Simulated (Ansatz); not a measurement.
Runs of Ansatz 0.2.0 on NaLaMnMoO6. The typed cell holds 10 atoms: a = 5.432 Å, b = 5.507 Å, c = 5.716 Å, α = 64.76°, β = 88.96°, γ = 63.78°. The cell was built by a generator and needn't be a form met in nature.

```csv
task,level,cell,k mesh,points for each segment of the path,gap on the mesh (eV),pressure (GPa),moment (μB),largest force (eV/Å)
relaxation of cell and atoms,PBEsol,relaxed,4 × 5 × 4,-,0.11,0.0,4.99,0.01
band structure,PBEsol,as given,6 × 6 × 5,10,0.17,-4.9,5.00,0.28
single point,PBE,as given,6 × 6 × 5,-,0.17,0.0,5.00,(a)
single point,PBE,"atoms moved at random, drawn with an rms of 0.05 Å",6 × 6 × 5,-,0.18,0.5,4.99,0.88
```

Alike in all rows: potentials or basis Ansatz PAW; spin collinear, ferromagnetic start; cutoff (eV) 420; smearing fermi-dirac 0.05 eV.

Problem. Estimate the missing entries.

Solution. (a) 0.02.

Caveats: spin-orbit coupling is left out, which moves the levels of the heavy elements; a cell with one magnetic atom can't hold antiferromagnetic order, which such compounds often take; odd divisions of the mesh miss points on the zone boundary, where band edges often lie, so the gap on the mesh can be too wide (some runs); the PAW data sets come from PBE, with cores solved anew for the run's functional, which leaves a small shift of forces and pressure (some runs); the plane-wave basis is chosen anew once the cell has moved, so the energies of steps on either side of that aren't comparable (some runs).

A k mesh can miss the band edges, and the runs leave out spin-orbit coupling on La, Mo.
